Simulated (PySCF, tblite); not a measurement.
**C₆H₁₂O₂SSi: geometry, infrared bands and NMR shifts**

Aim: predict the infrared bands and NMR shifts of C₆H₁₂O₂SSi (`C=C(COC)[SiH2]OC(C)=S`).

Programs: tblite 0.8.0 and PySCF 2.14.0, with density-fitted response routines of our own. Each step states its level of theory. These are calculated values for one molecule in the gas phase, unless marked as measured. Atoms are numbered from 0 throughout.

## 1. Starting geometry

22 atoms, charge 0, multiplicity 1; geometry from: force field or distance geometry start.

Bonds of the start (Å): C0–C1 1.33, C1–C2 1.47, C2–O3 1.37, O3–C4 1.40, C1–Si5 1.86, Si5–O6 1.74, O6–C7 1.39, C7–C8 1.49, C7–S9 1.63, C0–H10 1.08, C0–H11 1.12, C2–H12 1.12, C2–H13 1.12, C4–H14 1.10, C4–H15 1.11, C4–H16 1.13, Si5–H17 1.44, Si5–H18 1.48, C8–H19 1.12, C8–H20 1.12, C8–H21 1.10.

## 2. Optimising the geometry with GFN2-xTB

Job settings and geometry (Å):

```
{"job": {"kind": "relax", "xc": "GFN2-xTB", "basis": "xTB"}, "charge": 0, "multiplicity": 1}
C      0.893600    -1.754500    -0.379900
C      0.860700    -0.430000    -0.531500
C      1.835500     0.324900    -1.330700
O      2.573600     1.276400    -0.675700
C      3.364100     0.755400     0.360400
Si    -0.496000     0.457000     0.387400
O     -1.614200    -0.704800     1.036300
C     -2.935200    -0.299400     1.146000
C     -3.817500    -0.127000    -0.041700
S     -3.578000    -0.012300     2.621600
H      1.616700    -2.398700    -0.855100
H      0.117800    -2.245500     0.254400
H      1.209900     0.897000    -2.068400
H      2.453900    -0.371300    -1.958800
H      4.094400     0.021100     0.003800
H      2.688700     0.411400     1.165700
H      3.997900     1.594700     0.781100
H     -1.159700     1.420700    -0.458000
H      0.156600     1.133000     1.536600
H     -4.330500    -1.105700    -0.217700
H     -4.647700     0.586400     0.175400
H     -3.295200     0.205200    -0.952000
```

Command:

```
OMP_NUM_THREADS=1 python probes_run.py task.json out
```

One launch serves the whole session: the jobs run in the order shown.

**Question.** This job is followed by: GFN2-xTB harmonic vibrations, gas phase; GIAO PBE0/pcSseg-1 NMR shielding, non-relativistic, gas phase. What will the session give for the following? strongest single infrared mode (GFN2-xTB); zero-point energy (GFN2-xTB); 13C shifts against TMS (PBE0/pcSseg-1); 1H shifts against TMS (PBE0/pcSseg-1, means over atoms taken as alike); 17O shifts against H2O (PBE0/pcSseg-1); 29Si shifts against TMS (PBE0/pcSseg-1); 33S shifts against CS2 (PBE0/pcSseg-1).

**Answer**, as computed:

```
                                                              quantity                                      value
                             strongest single infrared mode (GFN2-xTB)                      1320 cm⁻¹, 596 km/mol
                                          zero-point energy (GFN2-xTB)                             104.1 kcal/mol
                                13C shifts against TMS (PBE0/pcSseg-1)  233.4, 155.4, 133.5, 79.5, 59.8, 37.3 ppm
1H shifts against TMS (PBE0/pcSseg-1, means over atoms taken as alike)     6.22, 6.19, 5.22, 4.31, 3.40, 2.81 ppm
                                17O shifts against H2O (PBE0/pcSseg-1)                            272.1, 24.4 ppm
                               29Si shifts against TMS (PBE0/pcSseg-1)                                  -44.8 ppm
                                33S shifts against CS2 (PBE0/pcSseg-1)                                    486 ppm
```

What this shows: Over 275 steps the energy fell by 0.998 eV; of the close pairs, O6–C7 changed most, 1.386 to 1.307 Å. No mode is imaginary among the 60: a minimum at this level. The strongest single mode, at 1320 cm⁻¹, moves mainly C7. GFN2-xTB is a fitted tight-binding method: band positions and strengths are rough. Its intensities can rank the bands wrongly. The most deshielded carbon is C7 (thiocarbonyl carbon), at 233.4 ppm: the small n→π* gap of C=S deshields it strongly. At PBE0/pcSseg-1: The largest span, 934 ppm, is at S9, where the paramagnetic term is -1040 ppm.
